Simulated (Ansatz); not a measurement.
**CH4ClFOSi: a ladder of functionals and wavefunction methods**

The task here is to estimate one member of a computed series from the others.

The runs use Ansatz 0.2.0, Gaussian basis; functionals in def2-TZVPP, the program's frozen cores in correlated methods.

The runs, in order: LDA (SPW92), PBE-D4, revPBE-D4, BLYP-D4, r2SCAN-D4, B97M-V, PBE0-D4, B3LYP-D4, r2SCANh-D4, r2SCAN0-D4, HSE06-D4, BHLYP-D4, CAM-B3LYP-D4, LC-ωPBE, ωB97X-V, ωB97M-V, B2PLYP, PBE-QIDH; CCSD(T)/def2-SVP; CCSD(T)/def2-TZVPP; MP2/def2-QZVPP; extrapolation to the limit; RPA on PBE.

## The relaxed structure

An earlier PBE0-D4 in a triple-zeta def2 set relaxation fixed the geometry.

SMILES `C[Si](O)(F)Cl`, 9 atoms, charge 0, spin multiplicity 1.

Atoms are counted from 1 here; the program's logs count them from 0.

Bond lengths: C1–Si2 1.834 Å, C1–H6 1.091 Å, C1–H7 1.091 Å, C1–H8 1.092 Å, Si2–O3 1.623 Å, Si2–F4 1.591 Å, Si2–Cl5 2.049 Å, O3–H9 0.958 Å. Angles: Si2–C1–H6 110.4°, Si2–C1–H7 110.5°, Si2–C1–H8 110.0°, H6–C1–H7 108.6°, H6–C1–H8 108.6°, H7–C1–H8 108.6°, C1–Si2–O3 109.4°, C1–Si2–F4 110.3°, C1–Si2–Cl5 112.0°, O3–Si2–F4 109.9°, O3–Si2–Cl5 110.0°, F4–Si2–Cl5 105.2°, Si2–O3–H9 119.2°.

The first run:

in.yaml reads:

```yaml
crystal:
  periodic: [false, false, false]
  atoms:
    - {symbol: C, position_ang: [-1.142445, -0.178605, 0.512200]}
    - {symbol: Si, position_ang: [0.561256, 0.218356, -0.037990]}
    - {symbol: O, position_ang: [1.048092, -0.886561, -1.122512]}
    - {symbol: F, position_ang: [1.553327, 0.230312, 1.206162]}
    - {symbol: Cl, position_ang: [0.689438, 2.097543, -0.845132]}
    - {symbol: H, position_ang: [-1.833592, -0.141889, -0.331546]}
    - {symbol: H, position_ang: [-1.476281, 0.534724, 1.267724]}
    - {symbol: H, position_ang: [-1.171762, -1.182302, 0.942448]}
    - {symbol: H, position_ang: [1.860667, -0.737978, -1.608555]}
basis:
  gaussian: {orbitals: def2-TZVPP}
hamiltonian: {xc: lda}
output: {orbitals: {seedname: orbitals}}
```

Steps of the session up to this table: LDA; PBE-D4 (GGA); revPBE-D4 (GGA); BLYP-D4 (GGA); r2SCAN-D4 (meta-GGA); B97M-V (meta-GGA); PBE0-D4 (hybrid); B3LYP-D4 (hybrid); r2SCANh-D4 (hybrid); r2SCAN0-D4 (hybrid); HSE06-D4 (hybrid); BHLYP-D4 (hybrid); CAM-B3LYP-D4 (range-separated); LC-ωPBE-D4 (range-separated; the results give it without D4); ωB97X-V (range-separated); ωB97M-V (range-separated); B2PLYP (double hybrid); PBE-QIDH (double hybrid).

One of the session's tables, all rows but one given; the rest of the session is left out.

It belongs to the step «Orbital energies across the functionals». 

```
  functional  HOMO (eV)  LUMO (eV)  gap (eV)
 LDA (SPW92)      -7.91      -0.38      7.52
      PBE-D4      -7.74      -0.22      7.52
   revPBE-D4      -7.68      -0.13      7.55
     BLYP-D4      -7.60      -0.26      7.34
   r2SCAN-D4      -8.14       0.48      8.62
      B97M-V      -8.22       0.07      8.30
     PBE0-D4      -9.27       0.67      9.95
    B3LYP-D4      -8.99       0.29      9.28
  r2SCANh-D4      -8.70       0.75      9.45
  r2SCAN0-D4      -9.53       1.13     10.66
    HSE06-D4      -8.87       0.30      9.17
    BHLYP-D4     -10.61       1.31     11.92
CAM-B3LYP-D4          ?          ?         ?
     LC-ωPBE     -12.12       2.81     14.93
     ωB97X-V     -11.73       2.59     14.33
     ωB97M-V     -11.57       2.14     13.71
```

**Question.** Estimate the row for CAM-B3LYP-D4.

**Answer.** HOMO (eV): -10.69; LUMO (eV): 1.44; gap (eV): 12.13. In the column «HOMO (eV)» it lies between ωB97M-V (-11.57) and BHLYP-D4 (-10.61).
